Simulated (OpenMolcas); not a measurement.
# Rh⁴⁺ among point charges: CASSCF and CASPT2 levels and susceptibility

Aim: the splitting of the states of Rh⁴⁺ in the field of 4 point charges, its lowest levels with spin-orbit coupling and its magnetic susceptibility.

The numbers are computed with OpenMolcas 26.06 (state-averaged CASSCF and CASPT2, spin-orbit coupling by RASSI with atomic mean-field integrals), except any that are marked as measured or tabulated.

## Step 1: Starting point

| Item | Value |
| --- | --- |
| Species | Rh⁴⁺ (rhodium, Z = 45, 41 electrons) |
| Basis | ANO-RCC-VDZP [6s5p3d1f], 43 functions |
| Scalar Hamiltonian | DKH2, point nucleus |
| Inactive shells | 1s 2s 2p 3s 3p 3d 4s 4p |
| Active space | 5 electrons in 5 orbitals (4d) |
| Some configurations of this space | 4d5 |
| Orbitals | optimised for each spin and parity, averaged over all roots |

The outer shells:

4d5
```
4d [↑ ][↑ ][↑ ][↑ ][↑ ]
```

The ion sits among 4 point charges of -1.5 e arranged as a square (D4h), 2.14 Å from the ion.

Each step is its own input file, run in one work folder so that later steps find the files of earlier ones. Labels, J, g values, rates, χT and fits are worked out afterwards by a script from the matrices that RASSI stores. The input lists half of the charges; inversion (Group=XYZ) makes the rest.

## Step 2: GATEWAY and SEWARD: basis and integrals

Contents of a.inp:

```
&GATEWAY
Coord
1

Rh 0.0 0.0 0.0
Basis=ANO-RCC-VDZP
Group=XYZ
NoMove
AngMom=0.0 0.0 0.0
AMFI
XField
2 Angstrom 0
2.140000 0.000000 0.000000 -1.500000
0.000000 2.140000 0.000000 -1.500000
&SEWARD
```

Started as:

```sh
$ OMP_NUM_THREADS=1 MOLCAS_MEM=1689 MOLCAS_PROJECT=a pymolcas a.inp > a.log
```

## Step 3: Reference wave functions, sextets of even parity, 1 root

Contents of a.inp:

```
&RASSCF
FileOrb=start.orb
Symmetry=1
Spin=6
nActEl=5 0 0
Inactive=9 9
Ras2=5 0
CIRoot=1 1 1
SDav=1
CIMx=300
Iter=120 100
PrWF=0.3
OrbListing=Nothing
MaxOrb=0
>>> COPY $Project.JobIph JOB001
```

start.orb holds the contracted functions of the basis, ordered by shell, or the orbitals of the step before.

## Step 4: Reference wave functions, quartets of even parity, 24 roots

Contents of a.inp:

```
&RASSCF
FileOrb=start.orb
Symmetry=1
Spin=4
nActEl=5 0 0
Inactive=9 9
Ras2=5 0
CIRoot=24 24 1
SDav=24
CIMx=300
Iter=120 100
PrWF=0.3
OrbListing=Nothing
MaxOrb=0
>>> COPY $Project.JobIph JOB002
```

## Step 5: CASSCF: doublets of even parity, 75 roots

Contents of a.inp:

```
&RASSCF
FileOrb=start.orb
Symmetry=1
Spin=2
nActEl=5 0 0
Inactive=9 9
Ras2=5 0
CIRoot=75 75 1
SDav=75
CIMx=300
Iter=120 100
PrWF=0.3
OrbListing=Nothing
MaxOrb=0
>>> COPY $Project.JobIph JOB003
```

## Step 6: State interaction with spin-orbit coupling

Contents of a.inp:

```
&RASSI
NrOfJobIphs=3 1 24 75
1
1 2 3 4 5 6 7 8 9 10 11 12 13 14 15 16 17 18 19 20 21 22 23 24
1 2 3 4 5 6 7 8 9 10 11 12 13 14 15 16 17 18 19 20 21 22 23 24 25 26 27
28 29 30 31 32 33 34 35 36 37 38 39 40 41 42 43 44 45 46 47 48 49 50 51
52 53 54 55 56 57 58 59 60 61 62 63 64 65 66 67 68 69 70 71 72 73 74 75
IphNames
JOB001
JOB002
JOB003
EJob
SpinOrbit
DIPRint=1.0
SOCoupling=1000.0
Subsets=2
Property=9
'ANGMOM' 1 'ANGMOM' 2 'ANGMOM' 3 'MLTPL  1' 1 'MLTPL  1' 2 'MLTPL  1' 3
'AMFI' 1 'AMFI' 2 'AMFI' 3
SOProperty=3
'ANGMOM' 1 'ANGMOM' 2 'ANGMOM' 3
```

## Step 7: CASPT2: IPEA 0.25, imaginary shift 0.1 (closed shells correlated: 4s 4p)

Contents of a.inp:

```
>>> COPY JOB001 $Project.JobIph
&CASPT2
Multistate=1 1
Frozen=8 6
IPEA=0.25
Imaginary=0.1
MaxIter=60
WThr=0.0 0.3 0.05
PrWF=0.5
NoMix
>>> COPY JOB002 $Project.JobIph
&CASPT2
Multistate=24 1 2 3 4 5 6 7 8 9 10 11 12 13 14 15 16 17 18 19 20 21 22
23 24
NoMult
Frozen=8 6
IPEA=0.25
Imaginary=0.1
MaxIter=60
WThr=0.0 0.3 0.05
PrWF=0.5
NoMix
>>> COPY JOB003 $Project.JobIph
&CASPT2
Multistate=75 1 2 3 4 5 6 7 8 9 10 11 12 13 14 15 16 17 18 19 20 21 22
23 24 25 26 27 28 29 30 31 32 33 34 35 36 37 38 39 40 41 42 43 44 45 46
47 48 49 50 51 52 53 54 55 56 57 58 59 60 61 62 63 64 65 66 67 68 69 70
71 72 73 74 75
NoMult
Frozen=8 6
IPEA=0.25
Imaginary=0.1
MaxIter=60
WThr=0.0 0.3 0.05
PrWF=0.5
NoMix
```

(Steps that only read results are left out.)

**Question.** What will these runs give? Wanted: spin-free ground state; lowest level; next level.

The runs gave:

| quantity | value |
| --- | --- |
| method | SS-CASPT2, IPEA 0.25, imaginary shift 0.1 (closed shells correlated: 4s 4p) |
| spin-free ground state | 6A1, 1-fold in its orbital part |
| lowest level | 2-fold E1/2, g = 2.00, 5.99, 5.99 |
| next level | 5.2 cm⁻¹ |
| χT at 300 K | 4.36 cm³ K/mol |
| effective moment at 300 K | 5.91 μB |

Cost by method:

| method | time of its own steps | time with the reference |
| --- | --- | --- |
| A. CASSCF | 27 s | 27 s |
| B. SS-CASPT2, IPEA 0.25, imaginary shift 0.1, +4s 4p | 7.2 s | 34 s |

Times are of one thread on a shared host.

The spin-free ground state (6A1) comes to 100 % from free-ion S terms and keeps the highest spin of the shell. χT at 300 K is 4.36, against 4.39 cm³ K/mol for the spin alone, as a half-filled shell (L = 0) has no orbital moment. An active space of the d shell alone favours high spin; real ions in strong fields can be low spin. The field of point charges can differ much from that of real complexes. With metal d orbitals alone active, the gaps between spin states are rough; where two lie within a few thousand cm-1, their order is open. This is an electrostatic model: the charges have no orbitals.
